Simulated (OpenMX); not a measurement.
Crystal: NbSi.

```xyz
2
Lattice="0.0000 2.5738 2.5738 2.5738 0.0000 2.5738 2.5738 2.5738 0.0000" Properties=species:S:1:pos:R:3 pbc="T T T"
Nb    0.0000    0.0000    0.0000
Si    2.5738    2.5738    2.5738
```

The cell was built by a generator and needn't be a form met in nature.

Base run:

| Item | Value |
| --- | --- |
| Program | OpenMX 3.8.5 |
| Functional | PBE |
| Dispersion | D4 |
| Potentials or basis | OpenMX 2013 PBE set, Nb7.0-s3p2d2, Si7.0-s2p2d1, grid cutoff 400 Ry |
| k mesh | 7 × 7 × 7 |
| Occupations | fermi-dirac, width 0.05 eV |
| Spin | no spin polarisation |

Its results: band gap on the k mesh none (metal or under the smearing width); pressure -2.1 GPa.

The run is repeated on the same cell with these changes: dispersion from D4 to D3(BJ). What comes out?

Band gap on the k mesh none (metal or under the smearing width); pressure -4.0 GPa.

Caveats: the basis of atomic orbitals isn't converged, which shifts pressures, moduli and gaps; pairwise dispersion overbinds metals, which lowers pressure and volume.

Not every run made on this cell is shown here.
